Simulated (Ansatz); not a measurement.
# F3H3InN: the cost of one run

The runs use Ansatz 0.2.0, Gaussian basis; the settings change from run to run.

**1. The relaxed structure**

An earlier PBE0-D4 in a triple-zeta def2 set relaxation fixed the geometry. In takes a core potential in def2 sets; no spin-orbit term is included.

SMILES `[NH3+][In-]([F])([F])[F]`, 8 atoms, charge 0, spin multiplicity 1.

Atoms are counted from 1 here; the program's logs count them from 0.

Bond lengths: N1–In2 2.264 Å, N1–H6 1.015 Å, N1–H7 1.015 Å, N1–H8 1.015 Å, In2–F3 1.946 Å, In2–F4 1.946 Å, In2–F5 1.946 Å. Angles: In2–N1–H6 110.4°, In2–N1–H7 110.4°, In2–N1–H8 110.4°, H6–N1–H7 108.5°, H6–N1–H8 108.5°, H7–N1–H8 108.5°, N1–In2–F3 97.7°, N1–In2–F4 97.7°, N1–In2–F5 97.7°, F3–In2–F4 118.2°, F3–In2–F5 118.3°, F4–In2–F5 118.3°.

**2. wB97X/def2-SVPD**

Options: relativity set to none.

File in.yaml:

```yaml
crystal:
  periodic: [false, false, false]
  atoms:
    - {symbol: N, position_ang: [-0.719069, -0.341744, 0.740295]}
    - {symbol: In, position_ang: [0.788527, 0.348862, -0.801585]}
    - {symbol: F, position_ang: [1.951118, -1.211292, -0.746990]}
    - {symbol: F, position_ang: [-0.437463, 0.529961, -2.302530]}
    - {symbol: F, position_ang: [1.372191, 1.965643, 0.111689]}
    - {symbol: H, position_ang: [-0.750631, 0.308041, 1.519347]}
    - {symbol: H, position_ang: [-1.645250, -0.397734, 0.328968]}
    - {symbol: H, position_ang: [-0.467422, -1.258837, 1.094906]}
basis:
  gaussian: {orbitals: def2-SVPD}
hamiltonian: {xc: {name: wB97X}, pseudopotentials: {relativity: none}}
output: {forces: true}
```

The run is started by

```
$ ansatz run in.yaml --threads 4 --pin off --events-out ev --progress --plain --max-ram 10444MiB
```

Q: Estimate wall time and peak memory on 4 threads of Arm Neoverse V2, shared host.

About 4.5 s, with a peak of 0.5 GiB.
